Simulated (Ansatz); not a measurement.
# SiGe₂ (singlet): wave-function methods side by side, cc-pVTZ

The task here is to estimate one member of a computed series from the others.

Method: cc-pVTZ, core rule «outside noble gas», up to 33 orbitals frozen; program: Ansatz 0.2.0, Gaussian basis.

To be run: UHF; CCSD(T) on RHF; CCSD(T) on UHF; BCCD(T) on RHF; CCSDT(Q) on RHF; CCSDT(Q) on UHF; CASSCF and NEVPT2, 12 electrons in 12 orbitals.

4 further runs of the same task are left out: 4 set aside as unsound or not needed.

### What is computed

The geometry is a PBE0/def2-TZVP stationary point (not a proven minimum) of the parent state, kept for this charge and spin. No spin-orbit coupling is included. The filled d shell of Ge may be among the frozen orbitals whatever the setting's name suggests; the logs give the count.

3 atoms, charge 0, spin multiplicity 1.

Atoms are counted from 1 here; the program's logs count them from 0.

Bond lengths: Ge1–Ge2 2.453 Å, Ge1–Si3 2.352 Å, Ge2–Si3 2.352 Å. Angles: Ge2–Ge1–Si3 58.6°, Ge1–Ge2–Si3 58.6°, Ge1–Si3–Ge2 62.9°.

The first run:

Contents of in.yaml:

```yaml
crystal:
  periodic: [false, false, false]
  atoms:
    - {symbol: Ge, position_ang: [0.000000, 0.325086, 1.226603]}
    - {symbol: Ge, position_ang: [0.000000, 0.325086, -1.226603]}
    - {symbol: Si, position_ang: [0.000000, -1.681598, 0.000000]}
basis:
  gaussian: {orbitals: cc-pVTZ}
magnetization: {spin_polarized: true, initial_magnetization: 0}
hamiltonian: {xc: hf}
output: {orbitals: {seedname: orbitals}}
```

Run with:

```console
$ ansatz run in.yaml --threads 1 --pin off --events-out ev --progress --plain --max-ram 4096MiB --backend cpu
```

Among the steps run: UHF; CCSD(T) on RHF; CCSD(T) on UHF; BCCD(T) on RHF; CCSDT(Q) on RHF; CCSDT(Q) on UHF; CASSCF and NEVPT2, 12 electrons in 12 orbitals.

One of the session's tables, all rows but one given; the rest of the session is left out.

It belongs to the step «Misses and costs». 

| method | from RCCSDT(Q) (meV) |
| --- | --- |
| RHF | +9449.8 |
| UHF | +8613.9 |
| RMP2 | ? |
| UMP2 | +1430.4 |
| RCCSD | +859.7 |
| UCCSD | +636.8 |
| RCCSD(T) | +128.7 |
| UCCSD(T) | -4.5 |
| BCCD(T) | +122.1 |
| RCCSDT | +105.8 |
| UCCSDT | -74.9 |
| RCCSDT(Q) | 0 |
| UCCSDT(Q) | -170.6 |
| CASSCF valence | +5881.7 |
| NEVPT2 valence | +1250.6 |

Q: Estimate the row for RMP2 from the others.

As computed: from RCCSDT(Q) (meV): +1418.6. In the column «from RCCSDT(Q) (meV)» it lies between NEVPT2 valence (+1250.6) and UMP2 (+1430.4).

The program flags UCCSDT(Q) as in doubt (see the logs), so those rows may rest on another solution; read them beside their warnings.

To keep in mind: The determinant is far from a pure spin state, so its energy mixes those of several spin states (harmless only where they are near-degenerate, as at dissociation). The program flags UCCSDT(Q) as in doubt, so those rows may rest on another solution; read them beside their warnings. Warnings: restricted reference is unstable; spin contamination; large T1 diagnostic. Restricted and unrestricted rows rest on different reference determinants; where their highest levels disagree by more than a few hundredths of an eV, they describe different states and don't form one ladder.
